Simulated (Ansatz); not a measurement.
# Zr2: the cost of one run

Method: the settings change from run to run; program: Ansatz 0.2.0, Gaussian basis.

14 further runs of the same task are left out: 3 that didn't finish, 11 set aside as unsound or not needed. Runs told in other sessions of the task aren't counted.

**1. The system**

The geometry is a PBE0/def2-TZVP stationary point (not a proven minimum) of the parent state, kept for this charge and spin. No spin-orbit coupling is included. Elements past krypton take def2 core potentials.

2 atoms, charge 0, spin multiplicity 3.

Atoms are counted from 1 here; the program's logs count them from 0.

Bond lengths: Zr1–Zr2 2.388 Å.

**2. BCCD/def2-SVP**

Contents of in.yaml:

```yaml
crystal:
  periodic: [false, false, false]
  atoms:
    - {symbol: Zr, position_ang: [0.000000, 0.000000, 0.000000]}
    - {symbol: Zr, position_ang: [0.000000, 0.000000, 2.387600]}
basis:
  gaussian: {orbitals: def2-SVP}
magnetization: {spin_polarized: true, initial_magnetization: 2}
hamiltonian: {xc: {name: PBE}}
correlation: {method: bccd, electrons: outside_noble_gas}
scf: {lower_state_search: light}
```

The run is started by

```sh
> ansatz run in.yaml --threads 1 --pin off --events-out ev --progress --plain --max-ram 2393MiB
```

Q: Estimate wall time and peak memory on 1 thread of Arm Neoverse V2, shared host.

About 32 s, with a peak of 0.26 GiB.
